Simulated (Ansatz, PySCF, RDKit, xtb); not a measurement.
**Ge2H3Br: from the formula to a structure**

Task: start from the formula Ge2H3Br, draw up candidate structures, narrow them down in stages, and characterise the one that lies lowest at 298.15 K.

Plan: many cheap relaxations first (GFN2-xTB), then density-functional screening, relaxation at B3LYP-D3(BJ)/def2-SVP, vibrations and a final energy. The numbers are computed, not measured.

7 further runs of the same task are left out: 7 set aside as unsound or not needed.

### Step 1. Drawing up candidates

All bonding patterns within simple valence rules are listed by program: one Lewis structure each, at most two rings and one unusual centre or charged pair. O–O, O–halogen and N–halogen bonds and N–N–N chains are not drawn. That gives 5 candidates.

```tsv
label	SMILES	spin
c025	[GeH3][Ge][Br]	triplet
c056	[GeH2]=[GeH][Br]	singlet
c137	[GeH][GeH2][Br]	triplet
c682	[GeH3][Ge][Br]	singlet
c841	[GeH][GeH2][Br]	singlet
```

Candidates are built by distance geometry, with a force field where one applies, in up to four conformers (letters a to d). 16 starts with atoms placed at random are added, to find patterns that the rules miss.

Q: Predict the outcome of this search (final energies at CCSD(T)/def2-TZVP).

| quantity | value |
| --- | --- |
| lowest structure found | [GeH3][Ge][Br], singlet, Cs |
| next finalist | [GeH]1[GeH2][Br]1 ‡, singlet, 5.3 kcal/mol higher in G |
| share at equilibrium, among the finalists | 100.0 % |
| harmonic wavenumbers, lowest and highest (B3LYP-D3(BJ)/def2-SVP) | 57 and 2103 cm⁻¹ |
| rotational constants, same geometry | 0.1154, 0.03299, 0.0259 cm⁻¹ |
| dipole moment (PBE0/def2-TZVPD) | 1.69 D |
| HOMO energy (PBE0/def2-TZVPD) | -6.63 eV |
| LUMO energy (PBE0/def2-TZVPD) | -3.40 eV |
| HOMO–LUMO gap (PBE0/def2-TZVPD) | 3.22 eV |
| lowest excitation (TD-CAM-B3LYP/def2-SVPD) | 1.86 eV (f = 0.001) |
| strongest of the states computed, same level | 5.73 eV (f = 0.180) |
| lowest triplet excitation, same level, Tamm-Dancoff | 1.18 eV |
| vertical ionisation energy | 8.48 eV |
| vertical electron affinity | 1.74 eV |
| vertical triplet less singlet | +1.22 eV |

`[GeH3][Ge][Br]` comes out lowest. Among the finalists first place is clear (5.3 kcal/mol); structures outside the list aren't covered. B3LYP-D3(BJ)/def2-SVP, HF/def2-TZVP and MP2/def2-TZVP already put its bonding pattern lowest among the structures in one piece. One minimum inside the window was never screened. Lowest found is not proven lowest: the search is finite, and each finalist counts with one conformer. Patterns outside the rules of the enumeration were met only by chance.

‡ marks the bonded skeleton alone, with all bonds drawn single: no Lewis structure was assigned that passes a check against the bond lengths.
